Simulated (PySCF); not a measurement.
# One shape, several levels: CH8FPSi2 (SMILES C[Si@@H](F)[P@H][SiH3])

Aim: a comparison of 5 runs (HF/STO-3G, PBE/STO-3G, TPSS/6-31G, B3LYP/6-31G*, BP86/6-311+G**) of CH8FPSi2. 

Program for the calculation: PySCF 2.14.0.

### 1 Starting point

CH8FPSi2: 13 atoms, total charge 0, spin state singlet. SMILES: `C[Si@@H](F)[P@H][SiH3]`. The shape is that of a GFN2-xTB optimisation. This is one conformer, not always the lowest.

Bond lengths: C1–Si2 1.893 Å, Si2–F3 1.625 Å, Si2–P4 2.236 Å, P4–Si5 2.235 Å, C1–H6 1.086 Å, C1–H7 1.087 Å, C1–H8 1.085 Å, Si2–H9 1.458 Å, P4–H10 1.381 Å, Si5–H11 1.463 Å, Si5–H12 1.464 Å, Si5–H13 1.464 Å. Some angles: C1–Si2–F3 106.4°, C1–Si2–P4 111.4°, F3–Si2–P4 111.6°, Si2–P4–Si5 101.7°, C1–Si2–H9 114.6°, F3–Si2–H9 102.3°, P4–Si2–H9 110.2°, Si2–C1–H6 110.7°, Si2–C1–H7 111.4°, Si2–C1–H8 111.0°.

### 2 Energy and forces at HF/STO-3G (run 1)

File run.py:

```python
# C[Si@@H](F)[P@H][SiH3]
from pyscf import gto

mol = gto.Mole()
mol.atom = '''
C        0.155100       1.460930       1.436620
Si      -1.129550       0.689570       0.280580
F       -1.000880       1.472490      -1.137060
P       -0.793470      -1.507510       0.040290
Si       1.103000      -1.548400      -1.141080
H       -0.025550       2.524600       1.556570
H        1.162720       1.336080       1.048370
H        0.119260       1.002510       2.419490
H       -2.515320       0.948110       0.654270
H       -1.633440      -1.621520      -1.049670
H        1.238710      -2.916810      -1.640760
H        1.136870      -0.609230      -2.263200
H        2.182550      -1.230810      -0.204420
'''
mol.spin = 0
mol.max_memory = 1860
mol.verbose = 4
mol.basis = 'sto-3g'
mol.charge = 0
mol.build()

mf = mol.RHF()
mf.conv_tol = 1e-10
mf.kernel()
if not mf.converged:
    mf = mf.newton().run(mf.mo_coeff, mf.mo_occ)

e_final = mf.e_tot
print(f'total energy: {e_final:.8f} hartree')
grad = mf.nuc_grad_method().kernel()
dip = mf.dip_moment()
pop, q = mf.mulliken_pop()
```

Started as:

```sh
$ OMP_NUM_THREADS=1 python run.py
```

Log:

```text
PySCF version 2.14.0

[... 65 lines left out ...]
converged SCF energy = -1048.28502571286
total energy: -1048.28502571 hartree
[... 11 lines left out ...]
Dipole moment(X, Y, Z, Debye):  0.19665, -0.23616,  0.44713
[... 59 lines left out ...]
charge of   12H =     -0.15602
```

Run time: 3.9 s. Hardware: 1 thread of Intel Xeon at 2.70GHz, shared host; peak memory 0.12 GiB.

### 3 Energy and gradient at PBE/STO-3G (run 2)

File run.py:

```python
# C[Si@@H](F)[P@H][SiH3]
from pyscf import gto, dft

system = gto.Mole()
system.atom = '''
C      0.293097     2.760758     2.714818
Si    -2.134540     1.303098     0.530219
F     -1.891389     2.782603    -2.148732
P     -1.499441    -2.848781     0.076137
Si     2.084368    -2.926052    -2.156329
H     -0.048283     4.770803     2.941491
H      2.197222     2.524825     1.981132
H      0.225369     1.894469     4.572173
H     -4.753266     1.791668     1.236391
H     -3.086754    -3.064229    -1.983589
H      2.340823    -5.511972    -3.100587
H      2.148373    -1.151278    -4.276828
H      4.124422    -2.325894    -0.386298
'''
system.unit = 'bohr'
system.basis = 'sto-3g'
system.charge = 0
system.max_memory = 1860
system.verbose = 3
system.build()

ks = dft.RKS(system)
ks.xc = 'pbe'
ks.conv_tol = 1e-10
ks.grids.level = 5
ks.kernel()
if not ks.converged:
    ks = ks.newton().run(ks.mo_coeff, ks.mo_occ)

e_tot = ks.e_tot
print('E = %.10f Eh' % e_tot)
grad = ks.nuc_grad_method().kernel()
ks.analyze()
```

Started as:

```sh
$ OMP_NUM_THREADS=1 python run.py
```

Log:

```text
converged SCF energy = -1049.98519944159
[... 14 lines left out ...]
MO #5   energy= -9.66927291878742  occ= 2
[... 7 lines left out ...]
MO #13  energy= -3.23242313661053  occ= 2
[... 7 lines left out ...]
MO #21  energy= -0.427536379694394 occ= 2
[... 7 lines left out ...]
MO #29  energy= -0.219363275886174 occ= 2
[... 7 lines left out ...]
MO #37  energy= 0.27036663774611   occ= 0
[... 7 lines left out ...]
MO #45  energy= 0.457846862870993  occ= 0
[... 14 lines left out ...]
Dipole moment(X, Y, Z, Debye):  0.09554,  0.16759,  0.04417
```

Run time: 27 s. Hardware: 1 thread of Intel Xeon at 2.70GHz, shared host; peak memory 0.49 GiB.

Runs 3 to 4 aren't shown in full; the table further down has their settings and results.

### 4 Energy and gradient at BP86/6-311+G(d,p) (run 5)

File calc.py:

```python
# C[Si@@H](F)[P@H][SiH3]
import pyscf.grad
from pyscf import gto, dft

mol = gto.M(
    atom='''
C      0.155100     1.460930     1.436620
Si    -1.129550     0.689570     0.280580
F     -1.000880     1.472490    -1.137060
P     -0.793470    -1.507510     0.040290
Si     1.103000    -1.548400    -1.141080
H     -0.025550     2.524600     1.556570
H      1.162720     1.336080     1.048370
H      0.119260     1.002510     2.419490
H     -2.515320     0.948110     0.654270
H     -1.633440    -1.621520    -1.049670
H      1.238710    -2.916810    -1.640760
H      1.136870    -0.609230    -2.263200
H      2.182550    -1.230810    -0.204420
''',
    charge=0,
    verbose=4,
    max_memory=1860,
    basis='6-311+g**',
)

ks = dft.RKS(mol, xc='bp86')
ks.conv_tol = 1e-10
ks.grids.level = 5
ks.kernel()
if not ks.converged:
    ks = ks.newton().run(ks.mo_coeff, ks.mo_occ)

e_tot = ks.e_tot
print('E(%s) = %.9f' % ('BP86', e_tot))
grad = ks.Gradients().kernel()
ks.analyze()
```

Started as:

```sh
$ OMP_NUM_THREADS=1 python calc.py
```

Log:

```text
PySCF version 2.14.0

[... 130 lines left out ...]
MO #22  energy= -0.471637737482732 occ= 2
[... 31 lines left out ...]
MO #54  energy= 0.100973604490466  occ= 0
[... 31 lines left out ...]
MO #86  energy= 0.546895873007213  occ= 0
[... 31 lines left out ...]
MO #118 energy= 1.38081434660765   occ= 0
[... 31 lines left out ...]
MO #150 energy= 2.53906820343326   occ= 0
[... 31 lines left out ...]
MO #182 energy= 162.32361519176    occ= 0
[... 198 lines left out ...]
Dipole moment(X, Y, Z, Debye):  0.54280, -0.09183,  0.95629
```

Wall time 2.5 min (1 thread of Intel Xeon at 2.70GHz, shared host); peak memory 2.6 GiB.

### 5 Overview of the runs

```csv
run,level,integration grid,energy (Eh),dipole moment (D),HOMO energy (eV),LUMO energy (eV),wall time
1,HF/STO-3G,–,-1048.285026,0.54,-6.85,10.46,3.9 s
2,PBE/STO-3G,5,-1049.985199,0.20,-2.32,4.87,27 s
3,TPSS/6-31G,5,-1063.073239,1.12,-6.28,-0.43,73 s
4,B3LYP/6-31G* (spherical functions),5,-1063.171863,0.97,-7.03,0.08,96 s
5,BP86/6-311+G**,5,-1063.329788,1.10,-6.47,-1.02,2.5 min
```

### 6 What came out

| quantity | value |
| --- | --- |
| run 5: total energy | -1063.32979 Eh |
| run 5: dipole moment | 1.10 D |
| run 5: HOMO energy | -6.47 eV |
| run 5: LUMO energy | -1.02 eV |
| run 5: HOMO–LUMO gap | 5.45 eV |
| run 5: largest force on an atom | 1.271 eV/Å |

**Reading.** The dipole moment (its size) runs from 0.20 D (PBE/STO-3G) to 1.12 D (TPSS/6-31G). The two ends differ in method and basis. The HOMO–LUMO gap runs from 5.45 eV (BP86/6-311+G**) to 17.30 eV (HF/STO-3G). Totals of different functionals can't be ranked against each other. In runs 1, 2 the basis is minimal, so the values are rough. All runs together took 5.9 min, the longest 2.5 min.
